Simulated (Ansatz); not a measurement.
# NaEuC4: the cost of one run

Computed with Ansatz 0.2.0 (DFT PBE, scalar-relativistic, plane waves, PAW, unless a step's input says otherwise).

## Step 1: The structure to begin with

Symmetry: P6/mmm, No. 191, hexagonal system. The conventional cell has a = 3.631 Å, b = 3.631 Å, c = 7.562 Å, α = 90.00°, β = 90.00°, γ = 120.00°. Na (site symmetry 6/mmm) has 12 C at 2.90 Å as nearest neighbours. Around Eu (site symmetry 6/mmm) lie 12 C at 2.74 Å. C (site symmetry 3m) is surrounded by 3 C at 2.10 Å and 3 Eu at 2.74 Å and 3 Na at 2.90 Å.

Coordinates:

```
CELL_PARAMETERS angstrom
3.63078 0.00000 0.00000
-1.81539 3.14435 0.00000
0.00000 0.00000 7.56198
ATOMIC_POSITIONS crystal
Na 0.00000 0.00000 0.00000
Eu 0.00000 0.00000 0.50000
C 0.33333 0.66667 0.73408
C 0.33333 0.66667 0.26592
C 0.66667 0.33333 0.73408
C 0.66667 0.33333 0.26592
```

A structure generator made this guess: species swapped into a database cell of NbVB4 (P6/mmm, No. 191), with Na on the Nb sites, Eu on the V sites and C on the B sites. The dimensions are guesses.

## Step 2: The guess as it stands, on a coarse mesh

File input.yaml:

```yaml
crystal:
  lattice:
    - [3.63077972, 0.0, 0.0]
    - [-1.81538986, 3.14434747, 0.0]
    - [0.0, 0.0, 7.56198113]
  atoms:
    - { symbol: Na, position: [0.0, 0.0, 0.0] }
    - { symbol: Eu, position: [0.0, 0.0, 0.5], spin: 7.0 }
    - { symbol: C, position: [0.33333333, 0.66666667, 0.73407727] }
    - { symbol: C, position: [0.33333333, 0.66666667, 0.26592273] }
    - { symbol: C, position: [0.66666667, 0.33333333, 0.73407727] }
    - { symbol: C, position: [0.66666667, 0.33333333, 0.26592273] }
basis:
  ecutwfc: 420
kpoints:
  mp_grid: { grid: [6, 6, 2] }
hamiltonian:
  xc: pbe
scf:
  occupations: { method: gaussian, width: 0.1 }
  lower_state_search: "off"
output:
  forces: true
  stress: true
  eigenvalues: true
  populations: true
magnetization:
  spin_polarized: true
```

Launch:

```sh
$ ansatz run input.yaml --threads 1 --pin off --max-ram 2560MiB --backend cpu --events-out ev --progress --plain --runs-dir out
```

What time and memory should one allow on 1 thread of Arm Neoverse V2, shared host?

About 9.2 s, with a peak of 0.38 GiB.
